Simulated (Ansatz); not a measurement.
# Hf3Pb2: the cost of one run

Program: Ansatz 0.2.0. Level of theory: DFT PBEsol, scalar-relativistic, plane waves, PAW. These are calculated values, not measurements.

1 further run of the same task is left out (set aside as unsound or not needed). Runs told in other sessions of the task aren't counted.

### 1 The starting structure

Symmetry: P6_3/mmc, No. 194, hexagonal system. Conventional cell: a = 3.042 Å, b = 3.042 Å, c = 14.985 Å, α = 90.00°, β = 90.00°, γ = 120.00°. Ti (site symmetry 3m) has 3 C at 2.05 Å in its first shell of neighbours. Around Ti (site symmetry -3m) lie 6 C at 2.18 Å. Around C (site symmetry 3m) lie 6 Ti at 2.05 to 2.18 Å.

Structure file:

```cif
data_structure
_symmetry_space_group_name_H-M 'P6_3/mmc'
_symmetry_Int_Tables_number 194
_cell_length_a 3.0421
_cell_length_b 3.0421
_cell_length_c 14.9846
_cell_angle_alpha 90.000
_cell_angle_beta 90.000
_cell_angle_gamma 120.000
_cell_volume 120.09
loop_
_atom_site_label
_atom_site_type_symbol
_atom_site_symmetry_multiplicity
_atom_site_Wyckoff_symbol
_atom_site_fract_x
_atom_site_fract_y
_atom_site_fract_z
_atom_site_occupancy
Ti1 Ti 4 f 0.33333 0.66667 0.84379 1
Ti2 Ti 2 a 0.00000 0.00000 0.00000 1
C1 C 4 f 0.66667 0.33333 0.91438 1
```

It goes back to an entry of the Materials Project, which need not be the stable form.

This cell was relaxed beforehand with the same method: volume 12.01 Å³/atom, gap on the mesh none (metal).

### 2 The substitution C → Pb, Ti → Hf

The start of Hf3Pb2: fractional positions of relaxed Ti3C2, cell scaled by 1.191, a guess from tabulated radii.

### 3 Quick check of gap, pressure and forces (Hf3Pb2)

input.yaml

```yaml
crystal:
  lattice:
    - [3.6235650969, 0.0, 0.0]
    - [-1.8117825485, 3.1380994262, 0.0]
    - [0.0, 0.0, 17.8488649881]
  atoms:
    - { symbol: Hf, position: [0.3333333333, 0.6666666667, 0.8437914628] }
    - { symbol: Hf, position: [0.6666666667, 0.3333333333, 0.3437914628] }
    - { symbol: Hf, position: [0.6666666667, 0.3333333333, 0.1562085372] }
    - { symbol: Hf, position: [0.3333333333, 0.6666666667, 0.6562085372] }
    - { symbol: Hf, position: [0.0, 0.0, 0.0] }
    - { symbol: Hf, position: [0.0, 0.0, 0.5] }
    - { symbol: Pb, position: [0.6666666667, 0.3333333333, 0.9143810498] }
    - { symbol: Pb, position: [0.3333333333, 0.6666666667, 0.4143810498] }
    - { symbol: Pb, position: [0.6666666667, 0.3333333333, 0.5856189502] }
    - { symbol: Pb, position: [0.3333333333, 0.6666666667, 0.0856189502] }
basis:
  ecutwfc: 420
kpoints:
  mp_grid: { grid: [6, 6, 1] }
hamiltonian:
  xc: pbesol
scf:
  occupations: { method: gaussian, width: 0.1 }
output:
  forces: true
  stress: true
  eigenvalues: true
```

Started as:

```sh
> ansatz run input.yaml --threads 2 --pin off --max-ram 5120MiB --backend cpu --events-out ev --progress --plain --runs-dir out
```

What time and memory should one allow on 2 threads of Intel Xeon 6975P-C (Granite Rapids), shared host?

About 3.2 s, with a peak of 0.71 GiB.
